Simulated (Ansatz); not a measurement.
VWC2 under changes of volume

One of the cells (9.834 Å³/atom); the others are scaled copies at fixed shape and fractional positions:

```
W V C
1.0
     1.51704    0.87586    4.93389
    -1.51704    0.87586    4.93389
     0.00000   -1.75173    4.93389
W V C
1 1 2
Cartesian
  0.0000 0.0000 0.0000
  0.0000 0.0000 7.4008
  0.0000 0.0000 3.6485
  0.0000 0.0000 11.1532
```

The cell comes from a database or a generator and needn't be the stable form of this composition.

* Program: Ansatz 0.2.0
* Functional: LDA
* Potentials or basis: Ansatz PAW
* Cutoff: 420 eV (not typed: the program's choice for these potentials)
* k mesh: 10 × 10 × 10
* Occupations: fermi-dirac, width 0.05 eV
* Spin: collinear spin, ferromagnetic start
* Starting moments: [0.0, 2.0, 0.0, 0.0] μB

| volume (Å³/atom) | energy over the lowest point (meV/atom) | pressure (GPa) | largest force (eV/Å) |
| --- | --- | --- | --- |
| 9.244 | ? | ? | ? |
| 9.440 | 0.00 | -3.2 | 0.052 |
| 9.637 | 8.51 | -10.4 | 0.048 |
| 9.834 | 25.39 | -16.8 | 0.140 |
| 10.030 | 49.74 | -22.6 | 0.226 |
| 10.227 | 80.78 | -27.8 | 0.304 |
| 10.424 | 117.83 | -32.4 | 0.377 |

Task: What does the run at 9.244 Å³/atom give?

Result: Energy over the lowest point 0.80 meV/atom; pressure 4.8 GPa; largest force 0.161 eV/Å.

Worked out: A Birch-Murnaghan fit of order 3 (a polynomial in V^(-2/3)) to the other rows has its minimum at 9.36 Å³/atom, just outside them, with B0 = V·E''(V) = 383 GPa and B' = 4.5 at fixed shape and positions, which overstates the stiffness. It gives 0.96 meV/atom at 9.244 Å³/atom, against the run's 0.80, and -dE/dV = 4.9 GPa, against 4.8.

Energies are extrapolated to zero smearing.

Caveats: the PAW data sets come from PBE, with cores solved anew for the run's functional, which leaves a small shift of forces and pressure; the starting moments weren't kept.
